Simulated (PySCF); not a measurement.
# C2H6Br2Te: NMR shieldings, part 2 of 2

PySCF 2.14.0. Atoms count from 0. The steps go on from the part before.

### 6 NMR shieldings: BHandHLYP/pcJ-1 Br:dyall-v2z Te:dyall-v2z (BHandHLYP), spin–orbit

What the job is given:

```
{"job": {"kind": "hnmr", "xc": "BHandHLYP", "basis": {"default": "pcJ-1", "Br": "dyall-v2z", "Te": "dyall-v2z"}, "rel": "so"}, "charge": 0, "multiplicity": 1}
C      1.447008     0.077188     0.040200
Te    -0.268516     1.347246     0.147905
C     -1.734863    -0.202353     0.253455
Br     0.002753     1.250223     2.804622
Br    -0.518601     1.174568    -2.503742
H      1.350000    -0.663139     0.841940
H      1.461098    -0.365904    -0.962140
H      2.326817     0.710060     0.213208
H     -1.394663    -1.015402    -0.398056
H     -1.819825    -0.502862     1.304251
H     -2.670676     0.220160    -0.132071
```

With the program's defaults for keys left out, this is: BHandHLYP/pcJ-1 Br:dyall-v2z Te:dyall-v2z GIAO NMR shielding, X2C with spin-orbit coupling, screened-nuclear two-electron part, Gaussian nuclei, gas phase.

The program printed:

```text
spin-free SCF
coarse grid: 47888 points
cycle   1  E = -12086.1311382103  dE = -2.458e-01  |g| = 4.798e-01  |ddm| = 2.793e+00
cycle   2  E = -12086.1348330643  dE = -3.695e-03  |g| = 5.227e-01  |ddm| = 1.370e+00
cycle   3  E = -12086.1946950121  dE = -5.986e-02  |g| = 7.822e-02  |ddm| = 6.605e-01
cycle   4  E = -12086.1949309640  dE = -2.360e-04  |g| = 2.016e-02  |ddm| = 5.111e-02
cycle   5  E = -12086.1950416787  dE = -1.107e-04  |g| = 2.656e-03  |ddm| = 2.912e-02
cycle   6  E = -12086.1950432605  dE = -1.582e-06  |g| = 1.069e-03  |ddm| = 4.562e-03
final grid: 94840 points
cycle   7  E = -12086.1954551991  dE = -1.181e-06  |g| = 9.126e-04  |ddm| = 2.005e-03
cycle   8  E = -12086.1954552028  dE = -3.651e-09  |g| = 8.848e-04  |ddm| = 1.404e-03
cycle   9  E = -12086.1954553639  dE = -1.612e-07  |g| = 4.643e-05  |ddm| = 6.621e-04
cycle  10  E = -12086.1954553646  dE = -6.621e-10  |g| = 2.144e-05  |ddm| = 9.473e-05
converged SCF energy = -12086.1954553646
two-component SCF
cycle   1  E = -12085.2344421012  dE = -1.209e+04  |FDS-SDF| = 1.175e+02
cycle   2  E = -12087.4337469745  dE = -2.199e+00  |FDS-SDF| = 7.761e-01
cycle   3  E = -12087.4366610986  dE = -2.914e-03  |FDS-SDF| = 3.111e-02
cycle   4  E = -12087.4368704240  dE = -2.093e-04  |FDS-SDF| = 8.385e-03
cycle   5  E = -12087.4369234515  dE = -5.303e-05  |FDS-SDF| = 4.698e-03
cycle   6  E = -12087.4369408924  dE = -1.744e-05  |FDS-SDF| = 1.854e-03
cycle   7  E = -12087.4369457044  dE = -4.812e-06  |FDS-SDF| = 4.501e-04
cycle   8  E = -12087.4369458904  dE = -1.860e-07  |FDS-SDF| = 1.908e-04
cycle   9  E = -12087.4369459406  dE = -5.016e-08  |FDS-SDF| = 8.062e-05
cycle  10  E = -12087.4369459474  dE = -6.810e-09  |FDS-SDF| = 3.246e-05
converged, E = -12087.4369459474

Field gradients (au) and densities at the nuclei (bohr^-3)
atom        Vxx        Vyy        Vzz        centre      nuclear mean
  0 C     -0.1430    -0.1860     0.3289        125.757        125.755
  1 Te     0.1840     6.1036    -6.2877     224849.426     218024.387
  2 C     -0.1434    -0.1845     0.3279        125.756        125.754
  3 Br    -2.2358    -2.5116     4.7474      40794.580      40734.854
  4 Br    -2.2542    -2.5145     4.7688      40794.582      40734.855
  5 H     -0.1338    -0.1476     0.2813          0.470          0.470
  6 H     -0.1338    -0.1441     0.2778          0.469          0.469
  7 H     -0.1327    -0.1492     0.2819          0.471          0.471
  8 H     -0.1337    -0.1487     0.2824          0.470          0.470
  9 H     -0.1337    -0.1433     0.2770          0.469          0.469
 10 H     -0.1328    -0.1494     0.2822          0.471          0.471
without picture change
  1 Te                          -6.8705                    485421.460
  3 Br                           4.9067                     66196.771
  4 Br                           4.9288                     66196.774

Core orbital energies (eV)
atom   shell        mean    spread
  1 Te 1s       -31772.398   0.000
  1 Te 2s        -4923.080   0.000
  1 Te 3s        -1002.500   0.000
  1 Te 4s         -181.179   0.000
  1 Te 5s          -22.493   0.000
  1 Te 2p1/2     -4606.938   0.000
  1 Te 2p3/2     -4331.721   0.022
  1 Te 3p1/2      -871.894   0.000
  1 Te 3p3/2      -819.697   0.073
  1 Te 4p1/2      -135.138   0.000
  1 Te 4p3/2      -125.136   0.137
  1 Te 3d3/2      -590.394   0.079
  1 Te 3d5/2      -579.631   0.105
  1 Te 4d3/2       -50.788   0.178
  1 Te 4d5/2       -49.243   0.235
  3 Br 1s       -13429.541   0.000
  3 Br 2s        -1776.995   0.000
  3 Br 3s         -255.838   0.000
  3 Br 4s          -23.264   0.000
  3 Br 2p1/2     -1596.974   0.000
  3 Br 2p3/2     -1549.266   0.033
  3 Br 3p1/2      -192.424   0.000
  3 Br 3p3/2      -185.344   0.128
  3 Br 3d3/2       -75.286   0.160
  3 Br 3d5/2       -74.170   0.211
  4 Br 1s       -13429.553   0.000
  4 Br 2s        -1777.007   0.000
  4 Br 3s         -255.850   0.000
  4 Br 4s          -23.279   0.000
  4 Br 2p1/2     -1596.986   0.000
  4 Br 2p3/2     -1549.278   0.034
  4 Br 3p1/2      -192.437   0.000
  4 Br 3p3/2      -185.357   0.129
  4 Br 3d3/2       -75.298   0.161
  4 Br 3d5/2       -74.182   0.212

Shielding tensors (ppm)
atom      isotropic    diamagn.    paramagn.     s11        s22        s33       span
  0 C       155.67      251.18      -95.51     104.74     172.91     189.36      84.61
  1 Te     3471.81     4959.36    -1487.54    3397.31    3467.35    3550.77     153.46
  2 C       156.69      250.96      -94.27     107.32     172.46     190.30      82.98
  3 Br     2595.87     2990.14     -394.28    2207.26    2360.39    3219.94    1012.69
  4 Br     2607.75     2990.23     -382.48    2209.94    2398.69    3214.61    1004.67
  5 H        28.24       29.80       -1.57      21.60      26.83      36.28      14.68
  6 H        28.71       29.45       -0.74      20.69      28.48      36.96      16.27
  7 H        27.93       28.82       -0.89      22.89      24.53      36.37      13.49
  8 H        28.13       29.84       -1.70      22.22      25.94      36.23      14.01
  9 H        28.69       29.13       -0.43      20.36      28.62      37.10      16.74
 10 H        28.11       28.74       -0.63      22.34      25.45      36.53      14.19
```

Run time: 16 min. Hardware: 2 threads of Arm Neoverse V1, shared host; peak memory 2.8 GiB.

Key values:

```
                       quantity       value
energy from spin-orbit coupling  -1.2415 Eh
```

### 7 Shieldings side by side

| run | Br3 | Te1 | Br4 | C0 | C2 | H5 | H8 | time |
| --- | --- | --- | --- | --- | --- | --- | --- | --- |
| step 3, PBE/pcJ-1 Br:dyall-v2z Te:dyall-v2z (PBE), spin–orbit | 2317.1 | 3195.5 | 2333.1 | 147.6 | 148.8 | 28.0 | 27.9 | 2.8 min |
| step 4, KT2/pcJ-1 Br:dyall-v2z Te:dyall-v2z (KT2), spin–orbit | 2363.1 | 3370.6 | 2379.3 | 154.8 | 155.9 | 27.9 | 27.8 | 2.6 min |
| step 5, B3LYP/pcJ-1 Br:dyall-v2z Te:dyall-v2z (B3LYP), spin–orbit | 2414.7 | 3249.1 | 2429.3 | 148.2 | 149.4 | 28.2 | 28.1 | 14 min |
| step 6, BHandHLYP/pcJ-1 Br:dyall-v2z Te:dyall-v2z (BHandHLYP), spin–orbit | 2595.9 | 3471.8 | 2607.7 | 155.7 | 156.7 | 28.2 | 28.1 | 16 min |

### 8 Summary of results

What follows sums up all 2 parts.

```
                                                                                                   quantity                                                       value
                                                                                                point group                                                          C1
                                                                       rotational constants (main isotopes)                                        3.64, 0.43, 0.42 GHz
            energy from spin-orbit coupling (step 3, PBE/pcJ-1 Br:dyall-v2z Te:dyall-v2z (PBE), spin–orbit)                                                  -1.2455 Eh
                                 shieldings (step 3, PBE/pcJ-1 Br:dyall-v2z Te:dyall-v2z (PBE), spin–orbit)  C0 147.6, Te1 3195.5, C2 148.8, Br3 2317.1, Br4 2333.1 ppm
            energy from spin-orbit coupling (step 4, KT2/pcJ-1 Br:dyall-v2z Te:dyall-v2z (KT2), spin–orbit)                                                  -1.2462 Eh
                                 shieldings (step 4, KT2/pcJ-1 Br:dyall-v2z Te:dyall-v2z (KT2), spin–orbit)  C0 154.8, Te1 3370.6, C2 155.9, Br3 2363.1, Br4 2379.3 ppm
        energy from spin-orbit coupling (step 5, B3LYP/pcJ-1 Br:dyall-v2z Te:dyall-v2z (B3LYP), spin–orbit)                                                  -1.2448 Eh
                             shieldings (step 5, B3LYP/pcJ-1 Br:dyall-v2z Te:dyall-v2z (B3LYP), spin–orbit)  C0 148.2, Te1 3249.1, C2 149.4, Br3 2414.7, Br4 2429.3 ppm
energy from spin-orbit coupling (step 6, BHandHLYP/pcJ-1 Br:dyall-v2z Te:dyall-v2z (BHandHLYP), spin–orbit)                                                  -1.2415 Eh
                     shieldings (step 6, BHandHLYP/pcJ-1 Br:dyall-v2z Te:dyall-v2z (BHandHLYP), spin–orbit)  C0 155.7, Te1 3471.8, C2 156.7, Br3 2595.9, Br4 2607.7 ppm
```

In words: Relaxing lowered the energy by 0.104 eV in 3 steps; the close pair that moved most is Te1–Br3, from 2.616 to 2.672 Å. Br3 (with its equivalent atoms) moves most between the runs, by 279 ppm; the labels say what changes from run to run.
